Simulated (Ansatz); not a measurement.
**SnH4 + NH3: a complex and its separated parts**

The complex below is one end of an elementary step. How strongly is it bound against its free parts?

The runs use Ansatz 0.2.0, Gaussian basis; PBE0-D4/def2-TZVP structures, single points in def2-TZVPP, no counterpoise correction.

Levels: SPW92, PBE-D4, BLYP-D4, r2SCAN-D4, B97M-V, PBE0-D4, B3LYP-D4, r2SCAN0-D4, BHLYP-D4, CAM-B3LYP-D4, wB97X-V, wB97M-V, B2PLYP, PBE-QIDH, RPA on PBE, Hartree-Fock, MP2, CCSD, CCSD(T).

Cores are frozen in the correlated methods. Filled d shells of the heavier atoms are correlated. Core potentials replace the inner electrons past krypton, and spin-orbit coupling is left out. B3LYP uses VWN-RPA correlation. B2PLYP carries no dispersion term here.

21 further runs of the same task are left out: 21 set aside as unsound or not needed.

**1. Where the work starts**

The complex: 9 atoms, charge 0, spin multiplicity 1.

Atoms are counted from 1 here; the program's logs count them from 0.

Bond lengths: Sn1–H3 1.703 Å, Sn1–H4 1.703 Å, Sn1–H5 1.723 Å, Sn1–H7 1.703 Å, N2–H6 1.013 Å, N2–H8 1.013 Å, N2–H9 1.013 Å. Angles: H3–Sn1–H4 112.1°, H3–Sn1–H5 106.7°, H3–Sn1–H7 112.1°, H4–Sn1–H5 106.7°, H4–Sn1–H7 112.1°, H5–Sn1–H7 106.7°, H6–N2–H8 107.3°, H6–N2–H9 107.3°, H8–N2–H9 107.3°.

As a file:

```xyz
9
H7NSn
Sn   -1.3366   -0.0274   -0.6531
N     1.4759    0.0297    0.7221
H    -0.1979    0.3033   -1.8751
H    -1.3901    1.2043    0.5213
H    -2.8831   -0.0577   -1.4112
H     1.9411   -0.8676    0.6580
H    -1.1006   -1.5639    0.0417
H     1.4073    0.2636    1.7052
H     2.0842    0.7155    0.2913
```

Its parts: SnH4 holds atoms 1, 3, 4, 5, 7; NH3 holds atoms 2, 6, 8, 9. Each part counts its atoms afresh in its own runs.

**2. Relaxing SnH4 alone**

relax-a/in.yaml

```yaml
crystal:
  periodic: [false, false, false]
  atoms:
    - {symbol: Sn, position_ang: [-1.336592, -0.027389, -0.653125]}
    - {symbol: H, position_ang: [-0.197935, 0.303339, -1.875139]}
    - {symbol: H, position_ang: [-1.390135, 1.204294, 0.521305]}
    - {symbol: H, position_ang: [-2.883060, -0.057652, -1.411199]}
    - {symbol: H, position_ang: [-1.100650, -1.563857, 0.041700]}
basis:
  gaussian: {orbitals: def2-TZVP}
hamiltonian: {xc: pbe0, dispersion: d4}
relax: {f_tol: 0.005, max_steps: 200}
```

No record of the launch command was kept for these runs.

The runs that follow: Relaxing NH3 alone; wB97M-V/def2-TZVPP; CCSD(T)/def2-TZVPP; Vibrations of SnH4; Vibrations of NH3.

**Question.** What will these runs give? Wanted: complex less parts, CCSD(T)/def2-TZVPP; with zero-point energy; largest T1 diagnostic.

**Answer**, as computed:

| quantity | value |
| --- | --- |
| complex less parts, CCSD(T)/def2-TZVPP | -0.139 eV |
| with zero-point energy | -0.078 eV |
| largest T1 diagnostic | 0.013 |

What this shows: At CCSD(T) the complex lies 0.139 eV below its parts. PBE-QIDH is the best functional here (+0.003 eV from CCSD(T)); SPW92 is the worst (-0.094 eV). By rung, the mean size of the error is: LDA 0.094, GGA 0.023, meta-GGA 0.030, hybrid 0.020, range-separated hybrid 0.020, double hybrid 0.020 eV. PBE-D4 gives a relative energy 0.032 eV too low, inside chemical accuracy (1 kcal/mol, 0.043 eV). No counterpoise was applied, and triple zeta lacks some correlation, so the CCSD(T) reference has a basis error of its own, and close matches with it are partly luck.
